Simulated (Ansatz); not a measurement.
# Ca2ZrTiO6 and its Ca-free host: average intercalation voltage in Python

The task is an average intercalation voltage, for Ca2ZrTiO6 and its Ca-free host.

Program: the Python package of Ansatz 0.2.0. Level of theory: DFT PBE, plane waves, PAW. These are calculated values, not measurements.

**1. The system**

Ca2ZrTiO6 Fm-3m: It takes space group Fm-3m (No. 225, cubic). Conventional cell: a = 8.047 Å, b = 8.047 Å, c = 8.047 Å, α = 90.00°, β = 90.00°, γ = 90.00°. Around Ca (site symmetry -43m) lie 12 O at 2.85 Å. Zr (site symmetry m-3m) has 6 O at 2.08 Å as nearest neighbours. Around Ti (site symmetry m-3m) lie 6 O at 1.95 Å. Only part of the 4 independent sites is listed.

Ca Fm-3m: Symmetry: Fm-3m, No. 225, cubic system. The conventional cell has a = 5.588 Å, b = 5.588 Å, c = 5.588 Å, α = 90.00°, β = 90.00°, γ = 90.00°. Around Ca (site symmetry m-3m) lie 12 Ca at 3.95 Å.

ZrTiO6 Fm-3m: It takes space group Fm-3m (No. 225, cubic). Conventional cell: a = 8.047 Å, b = 8.047 Å, c = 8.047 Å, α = 90.00°, β = 90.00°, γ = 90.00°. Zr (site symmetry m-3m) is surrounded by 6 O at 2.08 Å. Around Ti (site symmetry m-3m) lie 6 O at 1.95 Å. O (site symmetry 4mm) is surrounded by 1 Ti at 1.95 Å and 1 Zr at 2.08 Å.

No structure file is read: the coordinates are typed or built in the script.

**2. Script**

ca2zrtio6.py

```python
"""Average voltage of ZrTiO6 against Ca metal, after relaxing cells and atoms."""

from collections import Counter
import warnings

import ansatz as az
import numpy as np


def solve(name, crystal):
    calc = (
        crystal.calculation()
        .functional("PBE")
        .basis(460)
        .kpoints(spacing=0.27)
        .occupations("fermi_dirac", width=0.05)
        .band_table()
    )
    calc = calc.relax(force_tolerance=0.02, cell=True)
    return calc.run()


def counts(outcome):
    return Counter(site.symbol for site in outcome.lattice.sites)


def gap_ev(outcome):
    # nan where the run reports no band edges: a metal, overlapping bands, or a gap that is small against the smearing
    edges = outcome.report.get("band_edges_ev")
    return edges[1] - edges[0] if edges else float("nan")

warnings.simplefilter("ignore", az.DeckWarning)

phases = {}
ca2zrtio6 = (
    az.Lattice.fcc(8.04739)
    .space_group(225)
    .atom("Ca", [0.25, 0.75, 0.75])
    .atom("Zr", [0.5, 0.0, 0.0])
    .atom("Ti", [0.0, 0.0, 0.0])
    .atom("O", [0.24212, 0.0, 0.0])
    .primitive()
)
phases["Ca2ZrTiO6"] = ca2zrtio6
ca = (
    az.Lattice.from_parameters(3.951596, 3.951596, 3.951596, alpha=60.0, beta=60.0, gamma=60.0)
    .atom("Ca", [0.0, 0.0, 0.0])
)
phases["Ca"] = ca
# the host keeps the framework and loses every mobile ion
host = phases["Ca2ZrTiO6"].resolved()
for site in phases["Ca2ZrTiO6"].resolved().sites:
    if site.symbol == "Ca":
        host = host.vacancy("Ca", at=site.position)
phases["ZrTiO6"] = host.resolved()

done = {}
for name, crystal in phases.items():
    done[name] = solve(name, crystal)
    print(f"{name}: {done[name].report['energy_sigma0_ev']:.4f} eV, {len(done[name].lattice.sites)} atoms")

full, empty, metal = done["Ca2ZrTiO6"], done["ZrTiO6"], done["Ca"]
n = counts(full)["Ca"]
reaction = full.report["energy_sigma0_ev"] - empty.report["energy_sigma0_ev"] - n * metal.report["energy_sigma0_ev"] / len(metal.lattice.sites)
voltage = -reaction / (2 * n)
v_full, v_empty = (abs(np.linalg.det(o.lattice.cell_ang)) for o in (full, empty))
print(f"average voltage {voltage:.3f} V for {n} Ca per cell")
print(f"cell volume {v_empty:.2f} -> {v_full:.2f} A^3 on insertion ({100 * (v_full / v_empty - 1):+.1f} %)")
```

**3. The input behind the calls**

The package turns the script's settings into the engine's input (first run):

```yaml
crystal:
  lattice:
    bravais: fcc
    a: 8.04739
  space_group: 225
  atoms:
    - { symbol: Ca, position: [0.25, 0.75, 0.75] }
    - { symbol: Zr, position: [0.5, 0.0, 0.0] }
    - { symbol: Ti, position: [0.0, 0.0, 0.0] }
    - { symbol: O, position: [0.24212, 0.0, 0.0] }
  reduce_to_primitive: true
basis:
  ecutwfc: 460.0
kpoints:
  mp_grid:
    kspacing: 0.27
hamiltonian:
  xc: pbe
scf:
  occupations:
    method: fermi_dirac
    width: 0.05
relax:
  f_tol: 0.02
  cell: {}
output:
  eigenvalues: true
```

**4. The run**

The run is started by

```console
$ python ca2zrtio6.py
```

What it wrote:

```text
Ca2ZrTiO6: -13737.9850 eV, 10 atoms
Ca: -1816.8599 eV, 1 atoms
ZrTiO6: -10087.0246 eV, 8 atoms
average voltage 4.310 V for 2 Ca per cell
cell volume 129.02 -> 128.75 A^3 on insertion (-0.2 %)
```

It took 60 s on 1 thread of Arm Neoverse V2, shared host; peak memory 0.55 GiB.

**5. What changed from run to run**

The engine's inputs for the other runs:

Run 2, against run 1:

```diff
@@ -3,3 +3,6 @@
-    bravais: fcc
-    a: 8.04739
-  space_group: 225
+    a: 3.951596
+    b: 3.951596
+    c: 3.951596
+    alpha: 60.0
+    beta: 60.0
+    gamma: 60.0
@@ -7,5 +10 @@
-    - { symbol: Ca, position: [0.25, 0.75, 0.75] }
-    - { symbol: Zr, position: [0.5, 0.0, 0.0] }
-    - { symbol: Ti, position: [0.0, 0.0, 0.0] }
-    - { symbol: O, position: [0.24212, 0.0, 0.0] }
-  reduce_to_primitive: true
+    - { symbol: Ca, position: [0.0, 0.0, 0.0] }
```

Run 3, against run 1:

```diff
@@ -3,3 +3,3 @@
-    bravais: fcc
-    a: 8.04739
-  space_group: 225
+    - [4.927605202495209e-16, 4.023695, 4.023695]
+    - [4.023695, 2.4638026012476045e-16, 4.023695]
+    - [4.023695, 4.023695, 0.0]
@@ -7,2 +7 @@
-    - { symbol: Ca, position: [0.25, 0.75, 0.75] }
-    - { symbol: Zr, position: [0.5, 0.0, 0.0] }
+    - { symbol: Zr, position: [0.5, 0.5, 0.5] }
@@ -10,2 +9,10 @@
-    - { symbol: O, position: [0.24212, 0.0, 0.0] }
-  reduce_to_primitive: true
+    - { symbol: O, position: [0.75788, 0.24212, 0.24212] }
+    - { symbol: O, position: [0.24212, 0.24212, 0.75788] }
+    - { symbol: O, position: [0.75788, 0.75788, 0.24212] }
+    - { symbol: O, position: [0.24212, 0.75788, 0.24212] }
+    - { symbol: O, position: [0.75788, 0.24212, 0.75788] }
+    - { symbol: O, position: [0.24212, 0.75788, 0.75788] }
+  conventional_axes:
+    - [-1, 1, 1]
+    - [1, -1, 1]
+    - [1, 1, -1]
```

Lines on the test bed's own set-up are left out of the output.

**6. The engine's runs**

From the records of these 3 runs:

```
run                system  energy (eV/atom)  final volume (Å³/atom)  pressure (GPa)  gap on the mesh (eV)  SCF cycles in all  CPU time (s)
  1  Ca2ZrTiO6 (10 atoms)        -1373.7985                   12.87           -0.05                  2.47                 26            31
  2           Ca (1 atom)        -1816.8599                   42.13            0.01                  0.00                 18             3
  3      ZrTiO6 (8 atoms)        -1260.8781                   16.13           -0.01                  0.00                 30            26
```

Energies are extrapolated to zero smearing width, as in the script. Totals carry meaning only in balanced differences at one level of theory.

**7. Path of the relaxation of run 1**

The steps of the relaxation:

| step | energy from step 1 (eV/cell) | largest force component (eV/Å) | pressure (GPa) | volume (Å³) |
| --- | --- | --- | --- | --- |
| 1 | 0.0000 | 0.2170 | -1.99 | 130.29 |
| 2 | -0.0125 | 0.1150 | 0.54 | 128.32 |
| 3 | -0.0139 | 0.0018 | -0.03 | 128.75 |
| 4 | -0.0130 | 0.0018 | -0.05 | 128.75 |

Step 1 is the start. Step 4 repeats the geometry before it on a plane-wave basis chosen anew for that cell, so its energy need not be comparable with the rows above.

Lengths and angles in the start's conventional setting:

|  | before | after | change |
| --- | --- | --- | --- |
| a (Å) | 8.047 | 8.016 | -0.4 % |
| b (Å) | 8.047 | 8.016 | -0.4 % |
| c (Å) | 8.047 | 8.016 | -0.4 % |
| volume (Å³/atom) | 13.03 | 12.87 | -1.2 % |
| shortest distance (Å) | 1.948 | 1.946 | -0.1 % |
| space group (0.01 Å) | Fm-3m | Fm-3m | same |

Forces and stress were held to the start's 48 operations: a distortion of lower symmetry was not tested.

**8. Path of the relaxation of run 2**

The steps of the relaxation:

| step | energy from step 1 (eV/cell) | largest force component (eV/Å) | pressure (GPa) | volume (Å³) |
| --- | --- | --- | --- | --- |
| 1 | 0.0000 | 0.0000 | -0.56 | 43.63 |
| 2 | -0.0017 | 0.0000 | -0.33 | 43.01 |
| 3 | -0.0027 | 0.0000 | 0.01 | 42.13 |
| 4 | -0.0026 | 0.0000 | 0.01 | 42.13 |

Step 1 is the start. Step 4 repeats the geometry before it on a plane-wave basis chosen anew for that cell, so its energy need not be comparable with the rows above.

Lengths and angles in the start's conventional setting:

|  | before | after | change |
| --- | --- | --- | --- |
| a (Å) | 5.588 | 5.524 | -1.2 % |
| b (Å) | 5.588 | 5.524 | -1.2 % |
| c (Å) | 5.588 | 5.524 | -1.2 % |
| volume (Å³/atom) | 43.63 | 42.13 | -3.4 % |
| shortest distance (Å) | 3.952 | 3.906 | -1.2 % |
| space group (0.01 Å) | Fm-3m | Fm-3m | same |

The run keeps the 48 symmetry operations of the start, so it could not have lowered the symmetry.

**9. Outcome**

```
       quantity    value
average voltage  4.310 V
  runs compared        3
```

The voltage is an average between the two end compositions, without entropy or volume terms. The average voltage against Ca metal is 4.310 V for 2 Ca a cell, and insertion changes the volume by -0.2 %. In run 1, over 2 moves the cell shrank by 1.2 % in volume, and the space group stayed Fm-3m. In run 2, over 2 moves the cell shrank by 3.4 % in volume, and the space group stayed Fm-3m. Reading the output:
- The run is spin-unpolarised.
- For the metals among these cells the mesh is coarse, so their volumes and pressures are rough.
- The emptied host keeps the framework's symmetry and may not be a stable phase; the voltage is an average over full removal at zero temperature. Mesh, spin state and self-interaction can shift such a voltage by tenths of a volt. It is a formal energy of removing every such ion; where the cations can't give all the electrons, the anions are oxidised, and no electrode works so. Whether this is the phase that is stable at ambient conditions was not tested.
